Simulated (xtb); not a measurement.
# CH3ClOSi (SMILES O=C[SiH2]Cl): GFN2-xTB

We compute a structure relaxation of CH3ClOSi. 

Program for the calculation: xtb 6.7.1 later snapshot.

3 further runs of the same task are left out: 3 set aside as unsound or not needed.

**1. The system as given**

CH3ClOSi has 7 atoms, charge 0, and is taken as a singlet. SMILES: `O=C[SiH2]Cl`. Geometry: a rough force-field guess. This is one conformer, not always the lowest. The run starts from this shape.

Bond lengths: O1–C2 1.268 Å, C2–Si3 1.872 Å, Si3–Cl4 2.020 Å, C2–H5 1.115 Å, Si3–H6 1.483 Å, Si3–H7 1.546 Å. Angles: O1–C2–Si3 121.4°, C2–Si3–Cl4 110.8°, O1–C2–H5 122.4°, Si3–C2–H5 116.2°, C2–Si3–H6 114.0°, C2–Si3–H7 111.2°, Cl4–Si3–H6 108.4°, Cl4–Si3–H7 103.8°, H6–Si3–H7 108.1°.

**2. A geometry optimisation at GFN2-xTB**

Input file .CHRG:

```
0
```

Input file .UHF:

```
0
```

Input file input.xyz:

```xyz
7

O      0.41230    -1.72090     1.25480
C      0.01380    -1.17000     0.18400
Si    -0.01200     0.69220    -0.00370
Cl    -0.53670     1.21670    -1.88200
H     -0.30140    -1.75850    -0.70850
H     -0.91810     1.38220     0.94660
H      1.40340     1.29030     0.16310
```

Started as:

```sh
$ xtb input.xyz --json -o --parallel 1 > out.txt
```

**Question.** What will come out? Wanted: total energy at the end; dipole moment; HOMO energy; LUMO energy; HOMO–LUMO gap; dispersion energy; mean polarisability.

**Answer.** As computed:

At GFN2-xTB:

| quantity | value |
| --- | --- |
| total energy at the end | -14.01550 Eh |
| dipole moment | 1.52 D |
| HOMO energy | -10.64 eV |
| LUMO energy | -8.22 eV |
| HOMO–LUMO gap | 2.43 eV |
| dispersion energy | -10.64 kJ/mol |
| mean polarisability (D4 model) | 58.1 bohr³ |

In words: At the final geometry: Bond lengths: O1–C2 1.203 Å, C2–Si3 1.926 Å, Si3–Cl4 2.010 Å, C2–H5 1.113 Å, Si3–H6 1.457 Å, Si3–H7 1.456 Å. Angles: O1–C2–Si3 123.3°, C2–Si3–Cl4 106.2°, O1–C2–H5 119.1°, Si3–C2–H5 117.6°, C2–Si3–H6 108.5°, C2–Si3–H7 108.7°, Cl4–Si3–H6 110.7°, Cl4–Si3–H7 110.9°, H6–Si3–H7 111.7°. The optimisation took 7 steps and changed the energy by -0.289 eV. Mulliken charges run from -0.31 on O1 to +0.47 on Si3.
